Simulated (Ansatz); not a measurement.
CsSnI₃, space group Pm-3m, a breakdown of dispersion, smearing and cutoff terms

Computed with Ansatz 0.2.0 through its Python package.

The cells in order, each with its output:

```python
from dataclasses import dataclass

import ansatz
from pymatgen.core import Lattice, Structure
from pymatgen.io.ase import AseAtomsAdaptor
```

```python
@dataclass
class RunConfig:
    kmesh: tuple[int, ...] = (3, 3, 3)
    filling: str = "fixed"
    tolerance: float = 1e-05
    n_empty: int = 8


settings = RunConfig()

pmg_structure = Structure(
    Lattice([(6.2057, 0.0, 0.0), (0.0, 6.2057, 0.0), (0.0, 0.0, 6.2057)]),
    ["Cs", "Sn", "I", "I", "I"],
    [
        (0.0, 0.0, 0.0),
        (0.5, 0.5, 0.5),
        (0.0, 0.5, 0.5),
        (0.5, 0.0, 0.5),
        (0.5, 0.5, 0.0),
    ],
)
system = ansatz.Crystal.from_ase(AseAtomsAdaptor.get_atoms(pmg_structure))
```

```python
[site.symbol for site in system.resolved().sites]
```

    ['Cs', 'Sn', 'I', 'I', 'I']

```python
setup = system.calculation()
setup = setup.kpoints(*settings.kmesh, center="gamma")
setup = setup.occupations(settings.filling).scf(tolerance=settings.tolerance, extra_bands=settings.n_empty)
with_term = setup.functional("revpbe", dispersion="d4").basis(340).cutoff_correction(490).run(threads=1, backend="cpu").report
without = setup.functional("revpbe").basis(340).run(threads=1, backend="cpu").report
finer = setup.functional("revpbe").basis(490).run(threads=1, backend="cpu").report
removed = ansatz.free_energy_without(with_term, ansatz.EnergyTerm.DISPERSION)
print(f"dispersion term            {with_term['components']['e_disp']:.5f} eV")
print(f"F less dispersion          {removed:.5f} eV, run without it {without['free_energy_ev']:.5f} eV")
print(f"F less smearing term       {ansatz.free_energy_without(without, ansatz.EnergyTerm.SMEARING):.5f} eV")
print(f"estimated gain to 490 eV   {with_term['cutoff_correction']['energy_ev']:.5f} eV, found {finer['free_energy_ev'] - without['free_energy_ev']:.5f} eV")
```

    DeckWarning: basis.ecutwfc = 340 eV is below the records' recommended 420 eV, and the density's cutoff is lower with it unless basis.ecutrho_ratio is high enough to keep the records' density cutoff: compare with a run at a higher cutoff
    dispersion term            -1.96493 eV
    F less dispersion          -34271.16346 eV, run without it -34271.16346 eV
    F less smearing term       -34271.16346 eV
    estimated gain to 490 eV   -0.02558 eV, found -0.02554 eV

The settings weren't tested for convergence. The cutoff lies under the one recommended for these potentials in some of the runs. Of the deposited cell: it was measured well above room temperature. The structure is a deposited one; some such entries were measured under pressure or heat, so a shift against it needn't be the functional's error alone. Warnings are shown shortened and without file and line. Timing: 6.7 s on 1 thread of Arm Neoverse V2 (shared host), peak memory 0.6 GiB.
